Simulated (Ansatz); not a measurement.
## C₄H₈SSi, SMILES [SiH3]SC1=CCC1: a single point in a Gaussian basis, step by step

With Ansatz's Python interface.

At the Python prompt:
```pycon
>>> from pathlib import Path
>>> import warnings
>>> import ansatz as az
>>> import numpy as np
>>> BASIS = "def2-SVP"
>>> FUNCTIONAL = "r2SCAN"
>>> GEOMETRY = """
... Si    2.79290   -0.48520    0.12050
... S     1.23460   -0.46690   -1.35670
... C    -0.22880   -0.01890   -0.53690
... C    -0.51170    0.81140    0.48490
... C    -1.99550    0.53320    0.43660
... C    -1.68940   -0.35110   -0.78490
... H     2.46860   -1.48780    1.16750
... H     2.90850    0.86150    0.73800
... H     4.07820   -0.84590   -0.53010
... H     0.08110    1.45040    1.13240
... H    -2.40970   -0.00660    1.29530
... H    -2.64070    1.39210    0.22310
... H    -2.11360    0.01600   -1.72640
... H    -1.97470   -1.40200   -0.66330
... """
>>> warnings.simplefilter("ignore", az.DeckWarning)
>>> mol = az.Crystal.molecule()
>>> for line in GEOMETRY.strip().splitlines():
...     symbol, *xyz = line.split()
...     mol = mol.atom(symbol, [float(v) for v in xyz])
...
>>> calculation = (
...     mol.calculation()
...     .basis(gaussian=BASIS)
...     .functional(FUNCTIONAL)
...     .forces()
...     .orbitals()
... )
>>> print(calculation.to_yaml())
crystal:
  periodic: [false, false, false]
  atoms:
    - { symbol: Si, position_ang: [2.7929, -0.4852, 0.1205] }
    - { symbol: S, position_ang: [1.2346, -0.4669, -1.3567] }
    - { symbol: C, position_ang: [-0.2288, -0.0189, -0.5369] }
    - { symbol: C, position_ang: [-0.5117, 0.8114, 0.4849] }
    - { symbol: C, position_ang: [-1.9955, 0.5332, 0.4366] }
    - { symbol: C, position_ang: [-1.6894, -0.3511, -0.7849] }
    - { symbol: H, position_ang: [2.4686, -1.4878, 1.1675] }
    - { symbol: H, position_ang: [2.9085, 0.8615, 0.738] }
    - { symbol: H, position_ang: [4.0782, -0.8459, -0.5301] }
    - { symbol: H, position_ang: [0.0811, 1.4504, 1.1324] }
    - { symbol: H, position_ang: [-2.4097, -0.0066, 1.2953] }
    - { symbol: H, position_ang: [-2.6407, 1.3921, 0.2231] }
    - { symbol: H, position_ang: [-2.1136, 0.016, -1.7264] }
    - { symbol: H, position_ang: [-1.9747, -1.402, -0.6633] }
basis:
  gaussian:
    orbitals: def2-SVP
hamiltonian:
  xc: r2scan
output:
  orbitals: {}
  forces: true
>>> result = calculation.run(threads=1, backend="cpu", runs_dir="runs")

>>> rep = result.report
>>> rep["mean_field"]["state"]["spin_squared"]
-6.394884621840902e-14
>>> rep["converged"], rep["free_energy_ev"]
(True, -22977.230949620072)
>>> print("reference energy %16.6f eV" % rep["reference_energy_ev"])
reference energy    -22977.230950 eV
>>> print("total energy     %16.6f eV" % rep["free_energy_ev"])
total energy        -22977.230950 eV
>>> print("occupied orbitals outside the frozen core (up, down):", rep["n_occupied"], " frozen:", rep["n_frozen"], " virtual:", rep["n_virtual"])
occupied orbitals outside the frozen core (up, down): [31, 31]  frozen: 0  virtual: [101, 101]
>>> symbols = [site.symbol for site in mol.cartesian_sites]
>>> print("forces (eV/A)")
forces (eV/A)
>>> for symbol, f in zip(symbols, rep["forces_ev_ang"]):
...     print(f"  {symbol:2s} {f[0]:9.4f} {f[1]:9.4f} {f[2]:9.4f}")
...
  Si   -0.3343    0.1781    0.3802
  S     0.3091   -0.5222   -1.1016
  C    -0.1142    0.4400    0.3764
  C    -0.2812    0.1145    0.5087
  C     0.2179    0.3794   -0.0192
  C     0.0623   -0.6076   -0.2644
  H     0.0135   -0.0578    0.1439
  H     0.1156    0.0863    0.1176
  H    -0.0572   -0.0118   -0.2321
  H     0.2545    0.1085    0.1883
  H    -0.0721   -0.1548    0.2161
  H    -0.1645    0.2772   -0.0074
  H     0.0223    0.0792   -0.2439
  H     0.0283   -0.3090   -0.0623
>>> charges = rep["charge_distribution"]
>>> dipole = np.array(charges["dipole_moment_e_ang"]) * 4.803205
>>> print("dipole (D): {:.3f} {:.3f} {:.3f}, length {:.3f}".format(*dipole, np.linalg.norm(dipole)))
dipole (D): -0.459 0.190 1.055, length 1.167
>>> print("atom  Mulliken   Lowdin")
atom  Mulliken   Lowdin
>>> for symbol, m, l in zip(symbols, charges["mulliken_charges_e"], charges["lowdin_charges_e"]):
...     print(f"{symbol:4s} {m:9.3f} {l:8.3f}")
...
Si       0.408    0.232
S       -0.220    0.245
C       -0.058   -0.269
C       -0.194   -0.053
C        0.033    0.016
C        0.011    0.029
H       -0.060   -0.084
H       -0.068   -0.090
H       -0.055   -0.073
H        0.013    0.003
H        0.050    0.011
H        0.042    0.008
H        0.054    0.014
H        0.046    0.010
>>> lines = Path(rep["orbitals_path"]).read_text().splitlines()
>>> field_of = lambda key: [line.split("=")[1].strip() for line in lines if line.startswith(key)]
>>> orbitals = [(27.211386 * float(e), s, float(n)) for e, s, n in zip(field_of("Ene="), field_of("Spin="), field_of("Occup="))]
>>> homo = max(e for e, _, n in orbitals if n > 0.5)
>>> lumo = min(e for e, _, n in orbitals if n < 0.5)
>>> print(f"HOMO {homo:.3f} eV, LUMO {lumo:.3f} eV, gap {lumo - homo:.3f} eV")
HOMO -5.493 eV, LUMO -0.817 eV, gap 4.676 eV
```

Caveats:
- The settings weren't tested for convergence.
- The geometry is a force-field or estimated start, not a minimum of this method, and the basis set is short of its limit.
- The Löwdin charges here are taken after orthogonalising the functions within each atom; they differ from plain Löwdin charges, and their signs can be unphysical.
- Levels such as HOMO and LUMO are orbital energies: with these approximate functionals they aren't the ionisation energy and electron affinity, and their gap isn't the fundamental gap.
- Finished in 10 s on 1 thread of Arm Neoverse V2 (shared host), peak memory 0.27 GiB.

(Lines on the test bed's own set-up are left out of the output.)
